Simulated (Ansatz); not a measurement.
The system is Ba2Tl5V3O12.

```xyz
22
Lattice="4.2370 2.4462 6.1284 -4.2370 2.4462 6.1284 0.0000 -4.8924 6.1284" Properties=species:S:1:pos:R:3 pbc="T T T"
Ba    0.0000    0.0000    9.1926
Ba    0.0000    0.0000    0.0000
V     0.0000    2.4462    6.1284
V    -2.1185   -1.2231    6.1284
V     2.1185   -1.2231    6.1284
Tl    0.0000   -2.4462    3.0642
Tl    2.1185    1.2231    3.0642
Tl   -2.1185    1.2231    3.0642
Tl    0.0000    0.0000   13.6133
Tl    0.0000    0.0000    4.7719
O     2.6932   -0.0671    7.4143
O    -1.2885    2.3659    7.4143
O    -1.4047   -2.2988    7.4143
O    -1.4047    2.2988   10.9708
O     2.6932    0.0671   10.9708
O    -1.2884   -2.3659   10.9708
O    -2.6932    0.0671   10.9708
O     1.2884   -2.3659   10.9708
O     1.4047    2.2988   10.9708
O     1.4047   -2.2988    7.4143
O    -2.6932   -0.0671    7.4143
O     1.2885    2.3659    7.4143
```

The cell was built by a generator and needn't be a form met in nature.

Base run:

- Program: Ansatz 0.2.0
- Functional: BLYP
- Potentials or basis: all-electron LAPW, scalar-relativistic
- Cutoff: 423 eV
- Density cutoff: 1690 eV
- Basis error allowed: 0.003 eV/atom
- k mesh: 3 × 3 × 3
- Occupations: fermi-dirac, width 0.05 eV
- Spin: collinear spin, ferromagnetic start
- Starting moments: [0.0, 0.0, 2.0, 2.0, 2.0, 0.0, 0.0, 0.0, 0.0, 0.0, 0.0, 0.0, 0.0, 0.0, 0.0, 0.0, 0.0, 0.0, 0.0, 0.0, 0.0, 0.0] μB

Its results: pressure 4.0 GPa; net moment 1.13 μB per cell; site moments Ba +0.00, -0.00; V +0.28; Tl +0.00, +0.01; O -0.01 μB; largest force 0.233 eV/Å.

Problem. The run is repeated on the same cell with these changes: functional from BLYP to LDA. What comes out?

Solution. Pressure -7.6 GPa; net moment 0.58 μB per cell; site moments Ba +0.00, -0.00; V +0.14; Tl -0.00, +0.01; O -0.01 μB; largest force 0.489 eV/Å.

LDA binds more tightly than BLYP, so the same cell stands under less pressure.

Caveats: the k mesh is thin for a metal, which can move the energy by tens of meV per atom.

Not every run made on this cell is shown here.
